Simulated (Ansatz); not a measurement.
# C₂H₅FN₂Si: a ladder of functionals and wavefunction methods

One table from this session's results is given with a row withheld; the runs are named, their logs left out.

Method: functionals in def2-TZVPP, the program's frozen cores in correlated methods; program: Ansatz 0.2.0, Gaussian basis.

The runs, in order: PBE-D4, r2SCAN-D4, PBE0-D4, B3LYP-D4, ωB97X-V, ωB97M-V, B2PLYP; CCSD(T)/def2-TZVPP; MP2/def2-QZVPP; extrapolation to the limit.

## The geometry

The geometry comes from an earlier relaxation with PBE0-D4 in a triple-zeta def2 set; it is a stationary point, not always the lowest conformer.

SMILES `N#CC(N)(F)[SiH3]`, 11 atoms, charge 0, spin multiplicity 1.

Atoms are counted from 1 here; the program's logs count them from 0.

Bond lengths: N1–C2 1.149 Å, C2–C3 1.464 Å, C3–N4 1.402 Å, C3–F5 1.419 Å, C3–Si6 1.929 Å, N4–H7 1.012 Å, N4–H8 1.009 Å, Si6–H9 1.479 Å, Si6–H10 1.480 Å, Si6–H11 1.485 Å. Angles: N1–C2–C3 177.3°, C2–C3–N4 110.2°, C2–C3–F5 106.1°, C2–C3–Si6 110.1°, N4–C3–F5 113.2°, N4–C3–Si6 110.7°, F5–C3–Si6 106.5°, C3–N4–H7 114.1°, C3–N4–H8 113.2°, H7–N4–H8 111.3°, C3–Si6–H9 108.7°, C3–Si6–H10 108.8°, C3–Si6–H11 105.3°, H9–Si6–H10 111.6°, H9–Si6–H11 111.3°, H10–Si6–H11 110.9°.

Coordinates:

```mol
C2H5FN2Si
  3D, bonds by distance, orders not assigned

 11 10  0  0  0  0  0  0  0  0999 V2000
    1.3228   -2.4645    0.1530 N   0  0
    0.7922   -1.4873   -0.1378 C   0  0
    0.1376   -0.2150   -0.4488 C   0  0
   -1.2078   -0.4317   -0.7780 N   0  0
    0.8849    0.3639   -1.5065 F   0  0
    0.2863    0.9915    1.0494 Si  0  0
   -1.3469   -1.0929   -1.5307 H   0  0
   -1.7196    0.4229   -0.9416 H   0  0
    1.7046    1.3810    1.2063 H   0  0
   -0.2304    0.3149    2.2602 H   0  0
   -0.5586    2.1604    0.6952 H   0  0
  1  2  8  0
  2  3  8  0
  3  4  8  0
  3  5  8  0
  3  6  8  0
  4  7  8  0
  4  8  8  0
  6  9  8  0
  6 10  8  0
  6 11  8  0
M  END
```

Set-up of the first run:

Input file in.yaml:

```yaml
crystal:
  periodic: [false, false, false]
  atoms:
    - {symbol: N, position_ang: [1.322838, -2.464520, 0.153031]}
    - {symbol: C, position_ang: [0.792248, -1.487316, -0.137833]}
    - {symbol: C, position_ang: [0.137595, -0.215013, -0.448802]}
    - {symbol: N, position_ang: [-1.207777, -0.431695, -0.778005]}
    - {symbol: F, position_ang: [0.884938, 0.363862, -1.506489]}
    - {symbol: Si, position_ang: [0.286321, 0.991452, 1.049383]}
    - {symbol: H, position_ang: [-1.346866, -1.092921, -1.530718]}
    - {symbol: H, position_ang: [-1.719624, 0.422872, -0.941613]}
    - {symbol: H, position_ang: [1.704650, 1.381044, 1.206260]}
    - {symbol: H, position_ang: [-0.230359, 0.314856, 2.260151]}
    - {symbol: H, position_ang: [-0.558565, 2.160381, 0.695235]}
basis:
  gaussian: {orbitals: def2-TZVPP}
hamiltonian: {xc: pbe, dispersion: d4}
output: {forces: true, orbitals: {seedname: orbitals}}
```

Launch:

```sh
ansatz run in.yaml --threads 4 --pin off --events-out ev --progress --plain --max-ram 10444MiB
```

Steps of the session up to this table: PBE-D4 (GGA); r2SCAN-D4 (meta-GGA); PBE0-D4 (hybrid); B3LYP-D4 (hybrid); ωB97X-V (range-separated); ωB97M-V (range-separated); B2PLYP (double hybrid); CCSD(T) in def2-TZVPP; MP2 in def2-QZVPP.

One table of the session follows, with a row left open; its other results are not shown here.

| method | atomisation energy (kcal/mol) |
| --- | --- |
| PBE-D4 | 1030.0 |
| r2SCAN-D4 | 993.3 |
| PBE0-D4 | 997.6 |
| B3LYP-D4 | 999.0 |
| ωB97X-V | 1002.3 |
| ωB97M-V | 1001.3 |
| B2PLYP | 987.4 |
| HF/def2-TZVPP | 667.8 |
| MP2/def2-TZVPP | 987.7 |
| CCSD/def2-TZVPP | 941.9 |
| CCSD(T)/def2-TZVPP | 962.6 |
| MP2/CBS | 1019.0 |
| CCSD(T)/CBS | ? |

Q: Estimate the row for CCSD(T)/CBS from the others.

The run gave: atomisation energy (kcal/mol): 993.8. In the column «atomisation energy (kcal/mol)» it lies between r2SCAN-D4 (993.3) and PBE0-D4 (997.6).

Limits of these values: Free atoms (2 N, 2 C, 1 F, 1 Si, 5 H) were run apart at each level; the atomisation energy is their sum less the molecule, without zero-point or spin-orbit terms.
